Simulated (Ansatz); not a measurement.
# F2H5HfNOSi: the cost of one run

All numbers below are computed with Ansatz 0.2.0 (RKS PBE/def2-SVP).

## 1. The starting structure

Bond lengths: Hf1–N2 2.210 Å, N2–H3 1.060 Å, N2–H4 1.060 Å, Hf1–O5 2.070 Å, Hf1–Si6 3.331 Å, O5–Si6 1.680 Å, Si6–H7 1.460 Å, Si6–H8 1.460 Å, Si6–H9 1.460 Å, Hf1–F10 1.979 Å, Hf1–F11 1.979 Å. Angles (14 of 24 angles, heavy atoms first): N2–Hf1–O5 109.4°, N2–Hf1–Si6 107.8°, N2–Hf1–F10 109.5°, N2–Hf1–F11 109.5°, O5–Hf1–Si6 24.4°, O5–Hf1–F10 109.5°, O5–Hf1–F11 109.5°, Si6–Hf1–F10 129.8°, Si6–Hf1–F11 88.0°, F10–Hf1–F11 109.5°, Hf1–O5–Si6 125.0°, Hf1–Si6–O5 30.6°, Hf1–N2–H3 120.0°, Hf1–N2–H4 120.0°.

Coordinates:

```xyz
11

Hf    0.0000    0.0000    0.0000
N     0.0000    0.0000    2.2100
H    -0.8770   -0.2713    2.7400
H     0.8770    0.2713    2.7400
O     1.9520    0.0000   -0.6893
Si    2.8584   -1.3762   -1.0165
H     2.0275   -2.3521   -1.7156
H     3.9996   -1.0202   -1.8547
H     3.3369   -1.9538    0.2361
F    -0.9326    1.6157   -0.6593
F    -0.9326   -1.6157   -0.6593
```

## 2. Relaxing the start

Contents of input.yaml:

```yaml
crystal:
  periodic: [false, false, false]
  atoms:
    - { symbol: Hf, position_ang: [0.0, 0.0, 0.0] }
    - { symbol: "N", position_ang: [0.0, 0.0, 2.21] }
    - { symbol: H, position_ang: [-0.877, -0.2713, 2.74] }
    - { symbol: H, position_ang: [0.877, 0.2713, 2.74] }
    - { symbol: O, position_ang: [1.952, 0.0, -0.6893] }
    - { symbol: Si, position_ang: [2.8584, -1.3762, -1.0165] }
    - { symbol: H, position_ang: [2.0275, -2.3521, -1.7156] }
    - { symbol: H, position_ang: [3.9996, -1.0202, -1.8547] }
    - { symbol: H, position_ang: [3.3369, -1.9538, 0.2361] }
    - { symbol: F, position_ang: [-0.9326, 1.6157, -0.6593] }
    - { symbol: F, position_ang: [-0.9326, -1.6157, -0.6593] }
basis:
  gaussian: { orbitals: def2-SVP }
hamiltonian:
  xc: pbe
relax:
  f_tol: 0.02
  max_steps: 40
output:
  orbitals: {}
```

Command:

```console
> ansatz run input.yaml --threads 4 --pin off --max-ram 5120MiB --backend cpu --events-out ev --progress --plain --runs-dir out
```

**Question.** How long does this run take on 4 threads of Intel Xeon at 2.80GHz (Skylake/Cascade Lake), shared host, and how much memory does it need?

About 23 s, with a peak of 0.22 GiB.
